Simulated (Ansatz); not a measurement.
# GeH2+ (doublet): from Hartree-Fock to the top rungs at a displaced geometry (v1), cc-pVTZ

The task here is to estimate one member of a computed series from the others.

Program: Ansatz 0.2.0, Gaussian basis. Level of theory: cc-pVTZ, core rule «outside noble gas», up to 14 orbitals frozen. These are calculated values, not measurements.

The runs, in order: UHF; CCSD(T) on ROHF; CCSD(T) on UHF; BCCD(T) on ROHF; CISD; CCSDT(Q) on ROHF; CCSDT(Q) on UHF.

16 further runs of the same task are left out: 4 for a known fault of the program, 3 that didn't finish, 9 set aside as unsound or not needed.

### The system

The geometry is a PBE0/def2-TZVP stationary point (not a proven minimum) with its atoms shifted at random (size 0.040 Å). No spin-orbit coupling is included. The filled d shell of Ge may be among the frozen orbitals whatever the setting's name suggests; the logs give the count.

3 atoms, charge 1, spin multiplicity 2.

Atoms are counted from 1 here; the program's logs count them from 0.

Bond lengths: Ge1–H2 1.553 Å, Ge1–H3 1.528 Å. Angles: H2–Ge1–H3 119.2°.

Set-up of the first run:

in.yaml

```yaml
crystal:
  periodic: [false, false, false]
  atoms:
    - {symbol: Ge, position_ang: [-0.000625, -0.021025, 0.000876]}
    - {symbol: H, position_ang: [-0.001458, 0.727953, -1.360139]}
    - {symbol: H, position_ang: [0.046506, 0.787263, 1.296972]}
basis:
  gaussian: {orbitals: cc-pVTZ}
total_charge: 1
magnetization: {spin_polarized: true, initial_magnetization: 1}
hamiltonian: {xc: hf}
output: {orbitals: {seedname: orbitals}}
```

Command:

```
> ansatz run in.yaml --threads 1 --pin off --events-out ev --progress --plain --max-ram 2393MiB
```

Steps of the session up to this table: UHF; CCSD(T) on ROHF; CCSD(T) on UHF; BCCD(T) on ROHF; CISD; CCSDT(Q) on ROHF; CCSDT(Q) on UHF.

One of the session's tables, all rows but one given; the rest of the session is left out.

It belongs to the step «Misses and costs». 

```
   method  from UCCSDT(Q) (kJ/mol)
     ROHF                   +254.1
      UHF                   +247.9
     RMP2                    +58.2
     UMP2                        ?
     CISD                    +12.4
    RCCSD                     +7.1
    UCCSD                     +6.3
 RCCSD(T)                     +2.1
 UCCSD(T)                     +1.5
  BCCD(T)                     +2.0
   RCCSDT                     +0.7
   UCCSDT                     +0.1
RCCSDT(Q)                     +0.6
UCCSDT(Q)                        0
```

Q: Estimate the row for UMP2 from the others.

**Answer.** from UCCSDT(Q) (kJ/mol): +57.2. In the column «from UCCSDT(Q) (kJ/mol)» it lies between CISD (+12.4) and RMP2 (+58.2).

Caveats from the session: Restricted and unrestricted rows rest on different reference determinants; where their highest levels disagree by more than a few hundredths of an eV, they describe different states and don't form one ladder.
